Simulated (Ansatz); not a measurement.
# SnGe15: the cost of one run

Computed with Ansatz 0.2.0 (DFT LDA, scalar-relativistic, plane waves, PAW, and further levels as typed in the inputs, unless a step's input says otherwise).

## (1) The starting structure

The structure is triclinic, space group P1 (No. 1). Conventional cell: a = 11.316 Å, b = 11.316 Å, c = 11.316 Å, α = 90.00°, β = 90.00°, γ = 90.00°. Around Ge (site symmetry 1) lie 4 Ge at 2.45 Å. Around Ge (site symmetry 1) lie 3 Ge at 2.45 Å and 1 Sn at 2.45 Å. Around Sn (site symmetry 1) lie 4 Ge at 2.45 Å. Only part of the 64 independent sites is listed.

Coordinates:

```
Ge Sn
1.0
    11.31600    0.00000    0.00000
     0.00000   11.31600    0.00000
     0.00000    0.00000   11.31600
Ge Sn
60 4
Cartesian
  0.0000 0.0000 0.0000
  0.0000 0.0000 5.6580
  0.0000 5.6580 0.0000
  0.0000 5.6580 5.6580
  5.6580 0.0000 0.0000
  5.6580 0.0000 5.6580
  5.6580 5.6580 0.0000
  0.0000 2.8290 2.8290
  0.0000 2.8290 8.4870
  5.6580 2.8290 2.8290
  5.6580 2.8290 8.4870
  5.6580 8.4870 2.8290
  5.6580 8.4870 8.4870
  2.8290 0.0000 2.8290
  2.8290 0.0000 8.4870
  2.8290 5.6580 2.8290
  2.8290 5.6580 8.4870
  8.4870 0.0000 2.8290
  8.4870 0.0000 8.4870
  8.4870 5.6580 2.8290
  8.4870 5.6580 8.4870
  2.8290 2.8290 0.0000
  2.8290 2.8290 5.6580
  2.8290 8.4870 0.0000
  2.8290 8.4870 5.6580
  8.4870 2.8290 0.0000
  8.4870 2.8290 5.6580
  8.4870 8.4870 0.0000
  8.4870 8.4870 5.6580
  1.4145 1.4145 1.4145
  1.4145 1.4145 7.0725
  1.4145 7.0725 1.4145
  1.4145 7.0725 7.0725
  7.0725 1.4145 1.4145
  7.0725 1.4145 7.0725
  7.0725 7.0725 1.4145
  7.0725 7.0725 7.0725
  1.4145 4.2435 4.2435
  1.4145 4.2435 9.9015
  1.4145 9.9015 4.2435
  1.4145 9.9015 9.9015
  7.0725 4.2435 4.2435
  7.0725 4.2435 9.9015
  7.0725 9.9015 9.9015
  4.2435 1.4145 4.2435
  4.2435 1.4145 9.9015
  4.2435 7.0725 4.2435
  4.2435 7.0725 9.9015
  9.9015 1.4145 4.2435
  9.9015 1.4145 9.9015
  9.9015 7.0725 4.2435
  9.9015 7.0725 9.9015
  4.2435 4.2435 1.4145
  4.2435 4.2435 7.0725
  4.2435 9.9015 1.4145
  4.2435 9.9015 7.0725
  9.9015 4.2435 1.4145
  9.9015 4.2435 7.0725
  9.9015 9.9015 1.4145
  9.9015 9.9015 7.0725
  5.6580 5.6580 5.6580
  0.0000 8.4870 2.8290
  0.0000 8.4870 8.4870
  7.0725 9.9015 4.2435
```

## (2) Relaxing cell and atoms: SnGe15, no spin

input.yaml

```yaml
crystal:
  lattice:
    - [11.316, 0.0, 0.0]
    - [0.0, 11.316, 0.0]
    - [0.0, 0.0, 11.316]
  atoms:
    - { symbol: Ge, position: [0.0, 0.0, 0.0] }
    - { symbol: Ge, position: [0.0, 0.0, 0.5] }
    - { symbol: Ge, position: [0.0, 0.5, 0.0] }
    - { symbol: Ge, position: [0.0, 0.5, 0.5] }
    - { symbol: Ge, position: [0.5, 0.0, 0.0] }
    - { symbol: Ge, position: [0.5, 0.0, 0.5] }
    - { symbol: Ge, position: [0.5, 0.5, 0.0] }
    - { symbol: Sn, position: [0.5, 0.5, 0.5] }
    - { symbol: Ge, position: [0.0, 0.25, 0.25] }
    - { symbol: Ge, position: [0.0, 0.25, 0.75] }
    - { symbol: Sn, position: [0.0, 0.75, 0.25] }
    - { symbol: Sn, position: [0.0, 0.75, 0.75] }
    - { symbol: Ge, position: [0.5, 0.25, 0.25] }
    - { symbol: Ge, position: [0.5, 0.25, 0.75] }
    - { symbol: Ge, position: [0.5, 0.75, 0.25] }
    - { symbol: Ge, position: [0.5, 0.75, 0.75] }
    - { symbol: Ge, position: [0.25, 0.0, 0.25] }
    - { symbol: Ge, position: [0.25, 0.0, 0.75] }
    - { symbol: Ge, position: [0.25, 0.5, 0.25] }
    - { symbol: Ge, position: [0.25, 0.5, 0.75] }
    - { symbol: Ge, position: [0.75, 0.0, 0.25] }
    - { symbol: Ge, position: [0.75, 0.0, 0.75] }
    - { symbol: Ge, position: [0.75, 0.5, 0.25] }
    - { symbol: Ge, position: [0.75, 0.5, 0.75] }
    - { symbol: Ge, position: [0.25, 0.25, 0.0] }
    - { symbol: Ge, position: [0.25, 0.25, 0.5] }
    - { symbol: Ge, position: [0.25, 0.75, 0.0] }
    - { symbol: Ge, position: [0.25, 0.75, 0.5] }
    - { symbol: Ge, position: [0.75, 0.25, 0.0] }
    - { symbol: Ge, position: [0.75, 0.25, 0.5] }
    - { symbol: Ge, position: [0.75, 0.75, 0.0] }
    - { symbol: Ge, position: [0.75, 0.75, 0.5] }
    - { symbol: Ge, position: [0.125, 0.125, 0.125] }
    - { symbol: Ge, position: [0.125, 0.125, 0.625] }
    - { symbol: Ge, position: [0.125, 0.625, 0.125] }
    - { symbol: Ge, position: [0.125, 0.625, 0.625] }
    - { symbol: Ge, position: [0.625, 0.125, 0.125] }
    - { symbol: Ge, position: [0.625, 0.125, 0.625] }
    - { symbol: Ge, position: [0.625, 0.625, 0.125] }
    - { symbol: Ge, position: [0.625, 0.625, 0.625] }
    - { symbol: Ge, position: [0.125, 0.375, 0.375] }
    - { symbol: Ge, position: [0.125, 0.375, 0.875] }
    - { symbol: Ge, position: [0.125, 0.875, 0.375] }
    - { symbol: Ge, position: [0.125, 0.875, 0.875] }
    - { symbol: Ge, position: [0.625, 0.375, 0.375] }
    - { symbol: Ge, position: [0.625, 0.375, 0.875] }
    - { symbol: Sn, position: [0.625, 0.875, 0.375] }
    - { symbol: Ge, position: [0.625, 0.875, 0.875] }
    - { symbol: Ge, position: [0.375, 0.125, 0.375] }
    - { symbol: Ge, position: [0.375, 0.125, 0.875] }
    - { symbol: Ge, position: [0.375, 0.625, 0.375] }
    - { symbol: Ge, position: [0.375, 0.625, 0.875] }
    - { symbol: Ge, position: [0.875, 0.125, 0.375] }
    - { symbol: Ge, position: [0.875, 0.125, 0.875] }
    - { symbol: Ge, position: [0.875, 0.625, 0.375] }
    - { symbol: Ge, position: [0.875, 0.625, 0.875] }
    - { symbol: Ge, position: [0.375, 0.375, 0.125] }
    - { symbol: Ge, position: [0.375, 0.375, 0.625] }
    - { symbol: Ge, position: [0.375, 0.875, 0.125] }
    - { symbol: Ge, position: [0.375, 0.875, 0.625] }
    - { symbol: Ge, position: [0.875, 0.375, 0.125] }
    - { symbol: Ge, position: [0.875, 0.375, 0.625] }
    - { symbol: Ge, position: [0.875, 0.875, 0.125] }
    - { symbol: Ge, position: [0.875, 0.875, 0.625] }
scf:
  occupations: { method: gaussian, width: 0.01 }
output:
  forces: true
  stress: true
hamiltonian:
  xc: lda
kpoints:
  mp_grid: { grid: [2, 2, 2] }
relax:
  f_tol: 0.01
  cell: { stress_tol: 0.04 }
```

On the command line:

```sh
ansatz run input.yaml --threads 16 --pin off --max-ram 40960MiB --backend cpu --events-out ev --progress --plain --runs-dir out
```

Q: Estimate wall time and peak memory on 16 threads of Arm Neoverse N1, shared host.

About 10 min, with a peak of 25 GiB.
